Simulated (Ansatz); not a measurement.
# B4C3: what a guessed cell relaxes into, part 1 of 3

The task: take a trial cell of B4C3 to zero force and stress.

Computed with Ansatz 0.2.0 (DFT PBE, scalar-relativistic, plane waves, PAW, unless a step's input says otherwise).

### Step 1. Starting point

The structure is tetragonal, space group I4_1/amd (No. 141). Conventional cell: a = 4.585 Å, b = 4.585 Å, c = 7.510 Å, α = 90.00°, β = 90.00°, γ = 90.00°. B (site symmetry m) is surrounded by 3 C at 1.54 to 1.62 Å. C (site symmetry -4m2) has 4 B at 1.62 Å as nearest neighbours. Around C (site symmetry 2/m) lie 4 B at 1.54 Å.

Structure file:

```
B C
1.0
    -2.29254    2.29254    3.75476
     2.29254   -2.29254    3.75476
     2.29254    2.29254   -3.75476
B C
8 6
Direct
  0.60610 0.38390 0.22220
  0.13390 0.41170 0.27780
  0.16170 0.38390 0.77780
  0.13390 0.85610 0.72220
  0.14390 0.86610 0.27780
  0.61610 0.39390 0.77780
  0.58830 0.86610 0.72220
  0.61610 0.83830 0.22220
  0.00000 0.00000 0.00000
  0.75000 0.25000 0.50000
  0.87500 0.62500 0.25000
  0.37500 0.62500 0.25000
  0.37500 0.62500 0.75000
  0.37500 0.12500 0.75000
```

The cell is invented: 3-, 4-connected net, the two elements on its two kinds of vertex (I4_1/amd, No. 141). Its size is a rough estimate.

### Step 2. Probe: one point on a coarse mesh

input.yaml reads:

```yaml
crystal:
  lattice:
    - [-2.29254443, 2.29254443, 3.75476252]
    - [2.29254443, -2.29254443, 3.75476252]
    - [2.29254443, 2.29254443, -3.75476252]
  atoms:
    - { symbol: B, position: [0.60610002, 0.3839, 0.22220002] }
    - { symbol: B, position: [0.1339, 0.41169998, 0.27779998] }
    - { symbol: B, position: [0.16169998, 0.3839, 0.77779998] }
    - { symbol: B, position: [0.1339, 0.85610002, 0.72220002] }
    - { symbol: B, position: [0.14389998, 0.8661, 0.27779998] }
    - { symbol: B, position: [0.6161, 0.39389998, 0.77779998] }
    - { symbol: B, position: [0.58830002, 0.8661, 0.72220002] }
    - { symbol: B, position: [0.6161, 0.83830002, 0.22220002] }
    - { symbol: C, position: [0.0, 0.0, 0.0] }
    - { symbol: C, position: [0.75, 0.25, 0.5] }
    - { symbol: C, position: [0.875, 0.625, 0.25] }
    - { symbol: C, position: [0.375, 0.625, 0.25] }
    - { symbol: C, position: [0.375, 0.625, 0.75] }
    - { symbol: C, position: [0.375, 0.125, 0.75] }
basis:
  ecutwfc: 420
kpoints:
  mp_grid: { grid: [6, 6, 6] }
hamiltonian:
  xc: pbe
scf:
  occupations: { method: gaussian, width: 0.1 }
  lower_state_search: "off"
output:
  forces: true
  stress: true
  eigenvalues: true
```

Launch:

```bash
$ ansatz run input.yaml --threads 1 --pin off --max-ram 2560MiB --backend cpu --events-out ev --progress --plain --runs-dir out
```

Log, shortened:

```text
[...]
SCF converged after 6 iterations
Free energy (F): -2742.202534 eV
[...]
E sigma→0 (E₀):  -2742.201373 eV
Entropy (-TS):   -0.002322 eV (-0.166 meV/atom)
Fermi energy:    13.938750 eV
[...]
--- Forces (eV/Å), atoms counted from 1 ---
  atom   1  B      0.00000000     0.72209571    -0.34918867
  atom   2  B     -0.72209571     0.00000000    -0.34918867
  atom   3  B     -0.00000000    -0.72209571    -0.34918867
  atom   4  B      0.72209571    -0.00000000    -0.34918867
  atom   5  B      0.00000000    -0.72209571     0.34918867
  atom   6  B     -0.72209571    -0.00000000     0.34918867
  atom   7  B      0.00000000     0.72209571     0.34918867
  atom   8  B      0.72209571     0.00000000     0.34918867
[...]
--- Stress (GPa, compression-positive) ---
       85.560883       0.000000       0.000000
        0.000000      85.560883       0.000000
       -0.000000       0.000000      -7.726081
  P = ⅓ Tr σ = 54.4652 GPa (544.652 kbar)
--- Band table (eV; the first three rows and the last of 30) ---
[...]
```

Run time: 19 s. Hardware: 1 thread of Intel Xeon at 2.50GHz (Skylake/Cascade Lake), shared host; peak memory 0.38 GiB.

From the probe: pressure 54.5 GPa, largest force 0.80 eV/Å, gap on this mesh none (metal). A guess like this is first relaxed loosely on the coarse mesh.

### Step 3. Spin check on a coarse mesh

Edit input.yaml of step 2 so:

```diff
@@ -14,8 +14,8 @@
     - { symbol: B, position: [0.6161, 0.83830002, 0.22220002] }
-    - { symbol: C, position: [0.0, 0.0, 0.0] }
-    - { symbol: C, position: [0.75, 0.25, 0.5] }
-    - { symbol: C, position: [0.875, 0.625, 0.25] }
-    - { symbol: C, position: [0.375, 0.625, 0.25] }
-    - { symbol: C, position: [0.375, 0.625, 0.75] }
-    - { symbol: C, position: [0.375, 0.125, 0.75] }
+    - { symbol: C, position: [0.0, 0.0, 0.0], spin: 1.0 }
+    - { symbol: C, position: [0.75, 0.25, 0.5], spin: 1.0 }
+    - { symbol: C, position: [0.875, 0.625, 0.25], spin: 1.0 }
+    - { symbol: C, position: [0.375, 0.625, 0.25], spin: 1.0 }
+    - { symbol: C, position: [0.375, 0.625, 0.75], spin: 1.0 }
+    - { symbol: C, position: [0.375, 0.125, 0.75], spin: 1.0 }
 basis:
@@ -33 +33,4 @@
   eigenvalues: true
+  populations: true
+magnetization:
+  spin_polarized: true
```

Launch:

```bash
$ ansatz run input.yaml --threads 1 --pin off --max-ram 2560MiB --backend cpu --events-out ev --progress --plain --runs-dir out
```

Log, shortened:

```text
[...]
SCF converged after 13 iterations
Magnetization: -0.0000 μB (24.0000 up, 24.0000 down)
Absolute magnetization: 0.0000 μB (∫|ρ↑−ρ↓|, with the PAW one-centre terms)
Spin contamination: 0.0000 ħ² per cell (⟨S²⟩ above its minimum at these occupations)
[...]
Free energy (F): -2742.202534 eV
[...]
E sigma→0 (E₀):  -2742.201373 eV
Entropy (-TS):   -0.002322 eV (-0.166 meV/atom)
Fermi energy:    13.938744 eV
[...]
     1      B      2.6702    -0.0000
     2      B      2.6702    -0.0000
     3      B      2.6702    -0.0000
     4      B      2.6702    -0.0000
     5      B      2.6702    -0.0000
     6      B      2.6702    -0.0000
     7      B      2.6702    -0.0000
     8      C      4.3891    -0.0000
     9      C      4.3891    -0.0000
    10      C      4.4118     0.0000
    11      C      4.4118     0.0000
    12      C      4.4118     0.0000
    13      C      4.4118     0.0000
  spilling = 0.004438 (of n_electrons = 48.000000)
```

Wall time 57 s (1 thread of Intel Xeon at 2.50GHz (Skylake/Cascade Lake), shared host); peak memory 0.46 GiB.

Per atom:

```
atom  Löwdin electrons
  B1              2.67
  B2              2.67
  B3              2.67
  B4              2.67
  B5              2.67
  B6              2.67
  B7              2.67
  B8              2.67
  C9              4.39
 C10              4.39
 C11              4.41
 C12              4.41
 C13              4.41
 C14              4.41
```

The Löwdin counts miss 0.21 of the 48 electrons, which the atomic orbitals do not span, so they are no charges.

The same cell is solved with trial moments on C. The largest site moment that stays is 0.00 μB and the cell's total 0.00 μB. The workflow keeps spin only above 0.25 μB on a site, so the next run goes without spin.

(Continued in part 2 of 3.)
